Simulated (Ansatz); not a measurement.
# C2FSi radical: an energy map over bond length F1–C2 and angle F1–C2–Si4

How does the energy of C₂FSi, SMILES F[C]1C#[Si]1, spin multiplicity 2 change over two coordinates at once? A grid of runs gives the map.

Computed with Ansatz 0.2.0. Level: UKS PBE-D4/def2-TZVP.

### 1 Where the work starts

SMILES `F[C]1C#[Si]1`, 4 atoms, charge 0, spin multiplicity 2.

Atoms are counted from 1 here; the program's logs count them from 0.

Bond lengths: F1–C2 1.315 Å, C2–C3 1.332 Å, C2–Si4 1.899 Å, C3–Si4 1.865 Å. Angles: F1–C2–C3 144.8°, F1–C2–Si4 147.3°, C3–C2–Si4 67.9°, C2–C3–Si4 70.7°, C2–Si4–C3 41.4°.

Coordinates:

```tsv
atom	x (Å)	y (Å)	z (Å)
F1	0.06198	0.09989	1.65459
C2	-0.00644	-0.02633	0.34785
C3	-0.34622	-0.83992	-0.64997
Si4	0.29068	0.76637	-1.35247
```

### 3 Plan of the scan

- bond length F1–C2: 13 values from 1.083 to 1.981 Å
- angle F1–C2–Si4: 13 values from 102.0 to 179.0 °

Nothing else is relaxed (all other coordinates rigid). Energies count from the relaxed molecule at the same level. Points are written as (first, second).

(The set-up runs are not shown.)

### 4 The run at (1.232 Å, 159.7°)

input.yaml reads:

```yaml
crystal:
  periodic: [false, false, false]
  atoms:
    - { symbol: F, position_ang: [-0.039418, -0.15162, 1.652709] }
    - { symbol: C, position_ang: [-0.002435, -0.019881, 0.428331] }
    - { symbol: C, position_ang: [-0.340295, -0.827858, -0.560301] }
    - { symbol: Si, position_ang: [0.294148, 0.772061, -1.256935] }
magnetization:
  spin_polarized: true
  initial_magnetization: 1
basis:
  gaussian: { orbitals: def2-TZVP }
hamiltonian:
  xc: pbe
  dispersion: d4
output:
  forces: true
```

Command:

```
$ ansatz run input.yaml --threads 1 --pin off --max-ram 2560MiB --backend cpu --events-out ev --progress --plain --runs-dir out
```

Further runs follow: all other points of the grid.

**Question.** What will these runs give? Wanted: lowest point; highest computed point; largest force on an atom.

**Answer**, as computed:

| quantity | value |
| --- | --- |
| lowest point | (1.307 Å, 146.9°), 0.08 kcal/mol |
| highest computed point | (1.083 Å, 179.0°), 80.0 kcal/mol above the lowest |
| largest force on an atom (eV/Å) | 0.5 at (1.307 Å, 146.9°) to 25.6 at (1.083 Å, 179.0°); 0.5 at the lowest point |
| time for the whole task | 16 min on 1 thread, shared host |

What this shows: The lowest computed point is at (1.307 Å, 146.9°), 0.08 kcal/mol from the relaxed molecule at the same level. The grid is coarse, so the true minimum lies between grid points and may sit elsewhere than the lowest one. No other kind of well shows on this grid. The highest computed point, (1.083 Å, 179.0°), lies 80.0 kcal/mol above the lowest. Round the minimum the two coordinates are nearly uncoupled.
